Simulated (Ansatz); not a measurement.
# AsH₃ (singlet): the correlation ladder at scale of all distances = 1.761, 6-31G

Aim: climb from Hartree-Fock through coupled cluster and multireference methods for AsH₃ (singlet) at one geometry and basis, and see what each rung misses.

Method: 6-31G, core rule «outside noble gas», up to 14 orbitals frozen; program: Ansatz 0.2.0, Gaussian basis.

To be run: UHF; CCSD(T) on RHF; CCSD(T) on UHF; BCCD(T) on RHF; CISD; CCSDT(Q) on RHF; CCSDT(Q) on UHF; CCSDTQ on RHF; CASSCF and MRCISD+Q, 2 electrons in 2 orbitals; CASSCF and NEVPT2, 2 electrons in 2 orbitals; CASSCF and MRCISD+Q, 8 electrons in 7 orbitals; CASSCF and NEVPT2, 8 electrons in 7 orbitals; Full CI.

14 further runs of the same task are left out: 14 that didn't finish.

### Step 1. The system

The geometry derives from a PBE0/def2-TZVP stationary point (not a proven minimum). All distances are scaled together. No spin-orbit coupling is included. The filled d shell of As may be among the frozen orbitals whatever the setting's name suggests; the logs give the count.

4 atoms, charge 0, spin multiplicity 1.

Atoms are counted from 1 here; the program's logs count them from 0.

No contacts short enough for the rule that draws bonds.

### Step 2. UHF

File in.yaml:

```yaml
crystal:
  periodic: [false, false, false]
  atoms:
    - {symbol: As, position_ang: [0.000318, 0.000031, -0.057894]}
    - {symbol: H, position_ang: [2.217621, 0.024644, 1.446666]}
    - {symbol: H, position_ang: [-1.142633, 1.913893, 1.429230]}
    - {symbol: H, position_ang: [-1.098610, -1.940835, 1.427413]}
basis:
  gaussian: {orbitals: 6-31G}
magnetization: {spin_polarized: true, initial_magnetization: 0}
hamiltonian: {xc: hf}
output: {orbitals: {seedname: orbitals}}
```

Started as:

```sh
$ ansatz run in.yaml --threads 1 --pin off --events-out ev --progress --plain --max-ram 2393MiB
```

The runs that follow: CCSD(T) on RHF; CCSD(T) on UHF; BCCD(T) on RHF; CISD; CCSDT(Q) on RHF; CCSDT(Q) on UHF; CCSDTQ on RHF; CASSCF and MRCISD+Q, 2 electrons in 2 orbitals; CASSCF and NEVPT2, 2 electrons in 2 orbitals; CASSCF and MRCISD+Q, 8 electrons in 7 orbitals; CASSCF and NEVPT2, 8 electrons in 7 orbitals; Full CI.

Q: Predict the results of all the runs planned. Wanted: FCI below the RHF energy; RMP2 from FCI; UMP2 from FCI; RCCSD from FCI; RCCSD(T) from FCI; UCCSD(T) from FCI; RCCSDT(Q) from FCI; UCCSDT(Q) from FCI; NEVPT2 pair from FCI.

The runs gave:

| quantity | value |
| --- | --- |
| FCI below the RHF energy | -6.5258 eV |
| RMP2 from FCI | +2737.2 meV |
| UMP2 from FCI | +973.4 meV |
| RCCSD from FCI | -47.8 meV |
| RCCSD(T) from FCI | -316.5 meV |
| UCCSD(T) from FCI | +239.4 meV |
| RCCSDT(Q) from FCI | -73.1 meV |
| UCCSDT(Q) from FCI | +153.1 meV |
| NEVPT2 pair from FCI | +2000.7 meV |
| MRCISD+Q pair from FCI | -514.5 meV |
| NEVPT2 valence from FCI | +152.9 meV |
| levels within 1 kcal/mol (43 meV) | RCCSDTQ, MRCISD valence, MRCISD+Q valence |
| T1 diagnostic | 0.042 |
| effectively unpaired electrons | 2.41 |

What this shows: RCCSD(T) misses by -316.5 meV, 4.9 % of the correlation energy. CCSD(T) misses by -316.5 meV on the restricted determinant and by +239.4 meV on the unrestricted one; the two need not hold the same state or core. RCCSD, RCCSD(T), BCCD(T), RCCSDT, RCCSDT(Q), MRCISD+Q pair fall below full CI, which methods that aren't variational can do. With 2.4 effectively unpaired electrons against 0 the state is strongly multireference. Of the multireference levels listed MRCISD+Q valence comes nearest in total energy (+3.3 meV), which doesn't show that its space is the better one. These misses are within one basis, not against nature.
